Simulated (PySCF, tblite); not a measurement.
# C₄H₆BCl₂N: geometry, infrared bands and NMR shifts

What infrared bands and NMR shifts should C₄H₆BCl₂N (`[H]/N=C(\C=C)CB(Cl)Cl`) show?

Programs: tblite 0.8.0 and PySCF 2.14.0, with density-fitted response routines of our own. Each step states its level of theory. These are calculated values for one molecule in the gas phase, unless marked as measured. Atoms are numbered from 0 throughout.

**1. Starting geometry**

14 atoms, charge 0, multiplicity 1; geometry from: force field or distance geometry start.

Bonds of the start (Å): C0–C1 1.33, C1–C2 1.50, C2–N3 1.29, C2–C4 1.50, C4–B5 1.58, B5–Cl6 1.84, B5–Cl7 1.86, C0–H8 1.09, C0–H9 1.07, C1–H10 1.09, N3–H11 1.05, C4–H12 1.11, C4–H13 1.11.

**2. Geometry optimisation with GFN2-xTB**

The job: settings as JSON, then the geometry in Å.

```
{"job": {"kind": "relax", "xc": "GFN2-xTB", "basis": "xTB"}, "charge": 0, "multiplicity": 1}
C     -1.310100     1.403600     0.511100
C     -1.467200     0.167300     0.044400
C     -0.350600    -0.637700    -0.539400
N     -0.586300    -1.854100    -0.903300
C      1.028000    -0.084600    -0.723300
B      1.848400    -0.144900     0.630000
Cl     2.213500    -1.766800     1.423700
Cl     2.577200     1.399800     1.355600
H     -2.165100     1.919200     0.937400
H     -0.377200     1.926800     0.487800
H     -2.446100    -0.293400     0.128300
H     -1.525200    -2.315600    -0.781500
H      1.570300    -0.679000    -1.481900
H      0.989600     0.958900    -1.110900
```

The run is started by

```console
> OMP_NUM_THREADS=1 python probes_run.py task.json out
```

One launch serves the whole session: the jobs run in the order shown.

**Question.** This job is followed by: GFN2-xTB harmonic vibrations, gas phase; GIAO PBE0/pcSseg-1 NMR shielding, non-relativistic, gas phase. What will the session give for the following? strongest single infrared mode (GFN2-xTB); zero-point energy (GFN2-xTB); ¹³C shifts against TMS (PBE0/pcSseg-1); ¹H shifts against TMS (PBE0/pcSseg-1, means over atoms taken as alike); ¹⁵N shifts against NH3 (PBE0/pcSseg-1); ¹¹B shifts against BF3·OEt2 (PBE0/pcSseg-1); ³⁵Cl shifts against HCl (PBE0/pcSseg-1, means over atoms taken as alike).

The runs gave:

| quantity | value |
| --- | --- |
| strongest single infrared mode (GFN2-xTB) | 1689 cm⁻¹, 128 km/mol |
| zero-point energy (GFN2-xTB) | 60.0 kcal/mol |
| ¹³C shifts against TMS (PBE0/pcSseg-1) | 177.6, 145.1, 129.7, 44.5 ppm |
| ¹H shifts against TMS (PBE0/pcSseg-1, means over atoms taken as alike) | 10.84, 6.24, 5.80, 5.34, 2.90 ppm |
| ¹⁵N shifts against NH3 (PBE0/pcSseg-1) | 365.5 ppm |
| ¹¹B shifts against BF3·OEt2 (PBE0/pcSseg-1) | 62.9 ppm |
| ³⁵Cl shifts against HCl (PBE0/pcSseg-1, means over atoms taken as alike) | 285 ppm |

Relaxing lowered the energy by 0.532 eV in 93 steps; the close pair that moved most is B5–Cl7, from 1.856 to 1.721 Å. No mode is imaginary among the 36: a minimum at this level. The strongest single mode, at 1689 cm⁻¹, moves mainly C2 and N3. Unscaled tight-binding wavenumbers are off by several per cent, some by more. Its intensities can rank the bands wrongly. At PBE0/pcSseg-1: The widest tensor belongs to N3: span 600 ppm, with a paramagnetic part of -418 ppm.
